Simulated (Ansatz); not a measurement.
LiBe in Ansatz: convergence with smearing width

Crystal: LiBe.

```
Be Li
1.0
     2.81115    0.00000    0.00000
     0.00000    2.81115    0.00000
     0.00000    0.00000    2.81115
Be Li
1 1
Direct
  0.50000 0.50000 0.50000
  0.00000 0.00000 0.00000
```

The cell comes from a database or a generator and needn't be the stable form of this composition.

* Program: Ansatz 0.2.0
* Task: convergence study
* Functional: PBE
* Potentials or basis: Ansatz PAW
* Cutoff: 420 eV (not typed: the program's choice for these potentials)
* k mesh: 8 × 8 × 8
* Occupations: gaussian, width 0.3 eV
* Spin: no spin polarisation

These are the settings of the first run; the series varies smearing width, with any setting tied to it.

Hardware: 2 threads of Arm Neoverse V2, with other jobs on the host.

```
smearing width  energy less the tightest run, at zero smearing (meV/atom)  pressure (GPa)  SCF cycles  CPU time (s)  peak memory (GiB)
        0.3 eV                                                      -4.25            0.38           6          0.57               0.24
        0.2 eV                                                      -3.05            0.36           6          0.57               0.24
       0.15 eV                                                      -2.37            0.36           6          0.58               0.24
        0.1 eV                                                      -1.60            0.35           6          0.58               0.24
       0.05 eV                                                      -0.74            0.34           6          0.57               0.24
      0.025 eV                                                      -0.29            0.33           6          0.59               0.24
       0.01 eV                                                      -0.06            0.29           6          0.58               0.24
      0.005 eV                                                       0.00            0.26           6          0.59               0.24
```

Against the tightest run, the energy stays within 1 meV/atom from 0.05 eV on; the pressure stays within 0.1 GPa from 0.2 eV on. Narrower smearing needs a denser k mesh, so at a fixed mesh the narrowest width isn't the most accurate. The tightest run that finished is the yardstick and may itself not be fully converged.
